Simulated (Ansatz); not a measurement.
# ScGa3: the cost of one run

Program: Ansatz 0.2.0 through its Python package. Level of theory: DFT r2SCAN, plane waves, PAW. These are calculated values, not measurements.

## (1) Starting point

ScGa3 Pm-3m: The structure is cubic, space group Pm-3m (No. 221). Conventional cell: a = 4.095 Å, b = 4.095 Å, c = 4.095 Å, α = 90.00°, β = 90.00°, γ = 90.00°. Sc (site symmetry m-3m) has 12 Ga at 2.90 Å as nearest neighbours. Around Ga (site symmetry 4/mmm) lie 4 Sc at 2.90 Å and 8 Ga at 2.90 Å.

Ga3Cu Pm-3m: It takes space group Pm-3m (No. 221, cubic). The conventional cell has a = 4.035 Å, b = 4.035 Å, c = 4.035 Å, α = 90.00°, β = 90.00°, γ = 90.00°. Ga (site symmetry 4/mmm) has 8 Ga at 2.85 Å and 4 Cu at 2.85 Å as nearest neighbours. Around Cu (site symmetry m-3m) lie 12 Ga at 2.85 Å.

ZnGa3 Pm-3m: Symmetry: Pm-3m, No. 221, cubic system. Conventional cell: a = 4.071 Å, b = 4.071 Å, c = 4.071 Å, α = 90.00°, β = 90.00°, γ = 90.00°. Zn (site symmetry m-3m) is surrounded by 12 Ga at 2.88 Å. Ga (site symmetry 4/mmm) has 4 Zn at 2.88 Å and 8 Ga at 2.88 Å as nearest neighbours.

The script holds or builds the structure itself.

## (2) The script

File scga3_trend.py:

```python
# -*- coding: utf-8 -*-
"""Trends along isostructural compounds in space group Pm-3m, after relaxing cells and atoms."""

import csv
import warnings

import ansatz
from ase import Atoms
import matplotlib.pyplot as plt
import numpy as np

config = {
    "functional": "r2scan",
    "ecut": 600,
    "k_spacing": 0.16,
    "occupations": "fermi_dirac",
    "smearing_width": 0.1,
}


def solve(name, crystal, relax=True):
    calc = (
        crystal.calculation()
        .functional(config["functional"])
        .basis(config["ecut"])
        .kpoints(spacing=config["k_spacing"])
        .occupations(config["occupations"], width=config["smearing_width"])
        .stress()
        .band_table()
    )
    if relax:
        calc = calc.relax(force_tolerance=0.01, cell=True)
    return calc.run(threads=1, pin="off")

def bulk_modulus(name, outcome, step=0.02):
    # B = -V dP/dV from the pressures of two uniformly scaled cells, atoms held at their fractions
    pressure = []
    for factor in (1 - step, 1.0, 1 + step):
        cell = ansatz.Crystal(lattice=ansatz.Lattice.of(outcome.lattice.cell_ang * factor ** (1 / 3)))
        for site in outcome.report["lattice"]["sites"]:
            cell = cell.atom(site["symbol"], site["position_frac"])
        pressure.append(np.trace(solve(name, cell, relax=False).report["stress_gpa"]) / 3)
    slope, bend = (pressure[0] - pressure[2]) / (2 * step), abs(pressure[0] + pressure[2] - 2 * pressure[1])
    # a jump of mesh or basis between the cells shows as a kink: no modulus then
    return float(slope) if bend < 12 * step**2 * abs(slope) + 0.15 and abs(pressure[1]) < 1.5 else float("nan")


def volume_per_atom(outcome):
    return abs(np.linalg.det(outcome.lattice.cell_ang)) / len(outcome.lattice.sites)


def main():
    warnings.simplefilter("ignore")

    phases = {}
    atoms = Atoms(
        ["Sc", "Ga", "Ga", "Ga"],
        scaled_positions=[
            (0.0, 0.0, 0.0),
            (0.0, 0.5, 0.5),
            (0.5, 0.0, 0.5),
            (0.5, 0.5, 0.0),
        ],
        cell=[
            (4.095, 0.0, 0.0),
            (0.0, 4.095, 0.0),
            (0.0, 0.0, 4.095),
        ],
        pbc=True,
    )
    scga3 = ansatz.Crystal.from_ase(atoms)
    phases["ScGa3"] = scga3
    ga3cu = (
        ansatz.Lattice.cubic(4.035333)
        .space_group(221)
        .atom("Ga", (0.0, 0.5, 0.5))
        .atom("Cu", (0.0, 0.0, 0.0))
    )
    phases["Ga3Cu"] = ga3cu
    atoms = Atoms(
        ["Zn", "Ga", "Ga", "Ga"],
        scaled_positions=[
            (0.0, 0.0, 0.0),
            (0.0, 0.5, 0.5),
            (0.5, 0.0, 0.5),
            (0.5, 0.5, 0.0),
        ],
        cell=[
            (4.070862, 0.0, 0.0),
            (0.0, 4.070862, 0.0),
            (0.0, 0.0, 4.070862),
        ],
        pbc=True,
    )
    znga3 = ansatz.Crystal.from_ase(atoms)
    phases["ZnGa3"] = znga3

    done = {}
    for name, crystal in phases.items():
        done[name] = solve(name, crystal)
        print(f"{name}: {done[name].report['energy_sigma0_ev']:.4f} eV, {len(done[name].lattice.sites)} atoms")

    rows = [(name, volume_per_atom(o), bulk_modulus(name, o)) for name, o in done.items()]
    with open("trend.csv", "w", newline="") as handle:
        writer = csv.writer(handle)
        writer.writerow(["compound", "V (A^3/atom)", "B (GPa)"])
        writer.writerows([round(v, 4) if isinstance(v, float) else v for v in row] for row in rows)
    print(open("trend.csv").read())
    plt.figure(figsize=(4.5, 3))
    plt.bar([row[0] for row in rows], [row[2] for row in rows])
    plt.ylabel("B (GPa)")
    plt.tight_layout()
    plt.savefig("trend.png", dpi=100)


if __name__ == "__main__":
    main()
```

## (3) The calls as engine input

The engine receives this input (first run):

```yaml
crystal:
  lattice:
    - [4.095, 0.0, 0.0]
    - [0.0, 4.095, 0.0]
    - [0.0, 0.0, 4.095]
  atoms:
    - { symbol: Sc, position: [0.0, 0.0, 0.0] }
    - { symbol: Ga, position: [0.0, 0.5, 0.5] }
    - { symbol: Ga, position: [0.5, 0.0, 0.5] }
    - { symbol: Ga, position: [0.5, 0.5, 0.0] }
basis:
  ecutwfc: 600.0
kpoints:
  mp_grid:
    kspacing: 0.16
hamiltonian:
  xc: r2scan
scf:
  occupations:
    method: fermi_dirac
    width: 0.1
relax:
  f_tol: 0.01
  cell: {}
output:
  stress: true
  eigenvalues: true
```

## (4) Running it

Launch:

```sh
$ python scga3_trend.py
```

Q: Estimate wall time and peak memory on 1 thread of Arm Neoverse V2, shared host.

About 8.7 min, with a peak of 0.83 GiB.
